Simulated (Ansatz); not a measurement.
# HfO+ (quartet): from Hartree-Fock to the top rungs, def2-QZVPP

The task here is to estimate one member of a computed series from the others.

Computed with Ansatz 0.2.0, Gaussian basis. Level: def2-QZVPP, core rule «outside noble gas», up to 5 orbitals frozen.

The runs, in order: UHF; ROHF; CCSD(T) on UHF.

## The geometry

The geometry is a PBE0/def2-TZVP stationary point (not a proven minimum) of the parent state, kept for this charge and spin. No spin-orbit coupling is included. Elements past krypton take def2 core potentials.

2 atoms, charge 1, spin multiplicity 4.

Atoms are counted from 1 here; the program's logs count them from 0.

Bond lengths: Hf1–O2 2.580 Å.

Set-up of the first run:

in.yaml reads:

```yaml
crystal:
  periodic: [false, false, false]
  atoms:
    - {symbol: Hf, position_ang: [0.000000, 0.000000, 0.000000]}
    - {symbol: O, position_ang: [0.000000, 0.000000, 2.580200]}
basis:
  gaussian: {orbitals: "def2-QZVPP.json"}
total_charge: 1
magnetization: {spin_polarized: true, initial_magnetization: 3}
hamiltonian: {xc: hf}
output: {orbitals: {seedname: orbitals}}
```

Launch:

```sh
$ ansatz run in.yaml --threads 1 --pin off --events-out ev --progress --plain --max-ram 2816MiB --backend cpu
```

Steps of the session up to this table: UHF; ROHF; CCSD(T) on UHF.

One of the session's tables, all rows but one given; the rest of the session is left out.

```
  method  from UCCSD(T) (kcal/mol)
    ROHF                   +176.41
     UHF                   +165.07
    UMP2                    +30.57
   UCCSD                         ?
UCCSD(T)                         0
```

Estimate the missing values for UCCSD.

The run gave: from UCCSD(T) (kcal/mol): +7.18. In the column «from UCCSD(T) (kcal/mol)» it lies between UCCSD(T) (0) and UMP2 (+30.57).
